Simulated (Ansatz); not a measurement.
# KMgF3 (Pm-3m) in Ansatz: equation of state

Aim: energy against volume of KMgF3 in PBEsol, for its equilibrium volume and stiffness.

Everything below comes from runs of Ansatz 0.2.0. Logs are shortened: lines on timing, memory, paths and dates and some standing lists are left out, and cuts for length are marked.

**Experimental background.**

“High-pressure structural, elastic and electronic properties of the scintillator host material, KMgF3”, 2007, arxiv:cond-mat/0703621 reports, for a powder of KMgF3: bulk modulus 71.2 ± 0.2 GPa.

The results are compared with them further down.

## Step 1: The crystal as given

Symmetry: Pm-3m, No. 221, cubic system. Conventional cell: a = 3.986 Å, b = 3.986 Å, c = 3.986 Å, α = 90.00°, β = 90.00°, γ = 90.00°. K (site symmetry m-3m) is surrounded by 12 F at 2.82 Å. Mg (site symmetry m-3m) is surrounded by 6 F at 1.99 Å. F (site symmetry 4/mmm) has 2 Mg at 1.99 Å as nearest neighbours.

## Step 2: Equation of state, PBEsol

Potentials or basis: all-electron LAPW, scalar-relativistic.

This step only gathers the single runs of the series.

Results:

| Item | Value |
| --- | --- |
| Equilibrium volume | 12.72 Å³/atom |
| Bulk modulus | 72 GPa |
| Pressure derivative of the bulk modulus | 4.6 |

Energy against volume, from the lowest point:
| volume (Å³/atom) | energy (meV/atom) |
| --- | --- |
| 11.905 | 13.09 |
| 12.159 | 5.93 |
| 12.412 | 1.66 |
| 12.665 | 0.00 |
| 12.918 | 0.66 |
| 13.172 | 3.41 |
| 13.425 | 8.00 |

## Step 3: Against experiment

Step 2. A measured bulk modulus of KMgF3 is 71.2 GPa (powder; “High-pressure structural, elastic and electronic properties of the scintillator host material, KMgF3”, 2007, arxiv:cond-mat/0703621); the calculated 72 GPa misses it by +1.2 %. The fit is for a static lattice scaled at fixed shape and fixed fractional positions.
